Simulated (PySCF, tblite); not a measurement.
# C₅H₁₀N₂OSi: geometry, infrared bands and NMR shifts

What infrared bands and NMR shifts should C₅H₁₀N₂OSi (`[H]/N=C\[C@@H](NC=O)[C@@H]1C[SiH2]1`) show?

Programs: tblite 0.8.0 and PySCF 2.14.0, with density-fitted response routines of our own. Each step states its level of theory. These are calculated values for one molecule in the gas phase, unless marked as measured. Atoms count from 0, in the outputs and in this text.

## 1. Starting geometry

19 atoms, charge 0, multiplicity 1; geometry from: force field or distance geometry start.

Bonds of the start (Å): N0–C1 1.29, C1–C2 1.54, C2–N3 1.45, N3–C4 1.36, C4–O5 1.23, C2–C6 1.49, C6–C7 1.50, C7–Si8 1.84, Si8–C6 1.89, N0–H9 1.04, C1–H10 1.10, C2–H11 1.09, N3–H12 1.03, C4–H13 1.09, C6–H14 1.08, C7–H15 1.08, C7–H16 1.08, Si8–H17 1.48, Si8–H18 1.48.

## 2. Optimising the geometry with GFN2-xTB

The job: settings as JSON, then the geometry in Å.

```
{"job": {"kind": "relax", "xc": "GFN2-xTB", "basis": "xTB"}, "charge": 0, "multiplicity": 1}
N     -1.739300    -0.824500    -1.879100
C     -0.668100    -0.130200    -1.701300
C     -0.151700     0.302300    -0.311800
N     -1.305300     0.579600     0.530000
C     -1.978200     1.761600     0.479200
O     -1.719300     2.682800    -0.290700
C      0.650700    -0.766200     0.342400
C      1.589700    -0.449600     1.475100
Si     2.492500    -0.854700    -0.078800
H     -2.219800    -0.945500    -0.968000
H     -0.025900     0.104000    -2.558100
H      0.395300     1.236700    -0.447000
H     -1.561300    -0.098400     1.260800
H     -2.798900     1.811100     1.197900
H      0.167300    -1.731900     0.331500
H      1.666600     0.572900     1.821600
H      1.688400    -1.176400     2.272300
H      2.785400    -2.271100    -0.397500
H      2.722100     0.206600    -1.085600
```

Started as:

```sh
$ OMP_NUM_THREADS=1 python probes_run.py task.json out
```

One launch serves the whole session: the jobs run in the order shown.

**Question.** This job is followed by: GFN2-xTB harmonic vibrations, gas phase; GIAO PBE0/pcSseg-1 NMR shielding, non-relativistic, gas phase. Predict these results of the whole session: strongest single infrared mode (GFN2-xTB); zero-point energy (GFN2-xTB); ¹³C shifts against TMS (PBE0/pcSseg-1); ¹H shifts against TMS (PBE0/pcSseg-1); ¹⁵N shifts against NH3 (PBE0/pcSseg-1); ¹⁷O shifts against H2O (PBE0/pcSseg-1); ²⁹Si shifts against TMS (PBE0/pcSseg-1).

As calculated:

| quantity | value |
| --- | --- |
| strongest single infrared mode (GFN2-xTB) | 1766 cm⁻¹, 501 km/mol |
| zero-point energy (GFN2-xTB) | 89.6 kcal/mol |
| ¹³C shifts against TMS (PBE0/pcSseg-1) | 176.1, 162.3, 57.6, 15.2, -0.3 ppm |
| ¹H shifts against TMS (PBE0/pcSseg-1) | 11.25, 8.57, 8.12, 4.36, 4.28, 2.89, 2.82, 0.79, 0.77, 0.69 ppm |
| ¹⁵N shifts against NH3 (PBE0/pcSseg-1) | 346.5, 148.2 ppm |
| ¹⁷O shifts against H2O (PBE0/pcSseg-1) | 409.2 ppm |
| ²⁹Si shifts against TMS (PBE0/pcSseg-1) | -141.3 ppm |

What this shows: The optimisation took 139 steps and gained 0.574 eV; among the close pairs (by a distance rule), C7–Si8 changed most, from 1.842 to 1.880 Å. All 51 modes are real, so the xTB geometry is a minimum. The strongest single mode, at 1766 cm⁻¹, moves mainly C4 and O5. Unscaled tight-binding wavenumbers are off by several per cent, some by more. Its intensities can rank the bands wrongly.
